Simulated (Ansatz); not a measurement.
# KBr: a single-point run

The task is a single-point run on KBr. The structure is shown as the input types it.

Program: Ansatz 0.2.0. Level of theory: density functional or hybrid calculation with the settings of its input, plane waves (as first typed). These are calculated values, not measurements.

2 further runs of the same task are left out: 2 that didn't finish.

### 1 Starting point

It takes space group Fm-3m (No. 225, cubic). The conventional cell has a = 6.604 Å, b = 6.604 Å, c = 6.604 Å, α = 90.00°, β = 90.00°, γ = 90.00°. K (site symmetry m-3m) is surrounded by 6 Br at 3.30 Å. Br (site symmetry m-3m) is surrounded by 6 K at 3.30 Å.

Coordinates:

```
K Br
1.0
     0.00000    3.30225    3.30225
     3.30225    0.00000    3.30225
     3.30225    3.30225    0.00000
K Br
1 1
Direct
  0.00000 0.00000 0.00000
  0.50000 0.50000 0.50000
```

### 2 Input and run

File input.yaml:

```yaml
crystal:
  lattice:
    - [0.0, 3.3022478341, 3.3022478341]
    - [3.3022478341, 0.0, 3.3022478341]
    - [3.3022478341, 3.3022478341, 0.0]
  atoms:
    - { symbol: K, position: [0.0, 0.0, 0.0] }
    - { symbol: Br, position: [0.5, 0.5, 0.5] }
kpoints:
  mp_grid: { grid: [4, 4, 4] }
hamiltonian:
  xc: hse06
scf:
  occupations: { method: fixed }
  n_extra_bands: 4
  mixing: { beta: 0.005 }
  max_iter: 90
output:
  forces: true
  stress: true
  eigenvalues: true
```

The run is started by

```sh
> ansatz run input.yaml --threads 4 --pin off --max-ram 3686MiB --backend cpu --events-out ev --progress --plain --runs-dir out
```

Q: Will this input give a usable result? If not, why, and what should change?

The run converged and reported no error, with warnings (stress exchange threshold loose, stress scf threshold loose). Its log warns: «output.stress: scf.convergence.dr2_threshold = 1e-7 eV (the SCF's general default) is looser than the 2e-10 eV advised for a printed stress (1e-10 eV for each atom of the ...»

In the input, scf.mixing.beta is 0.005. What could go wrong: mixing too weak. Here it converged all the same; such a setting changes the road, not the converged state.

To check: delete scf.mixing.beta (the default then holds).
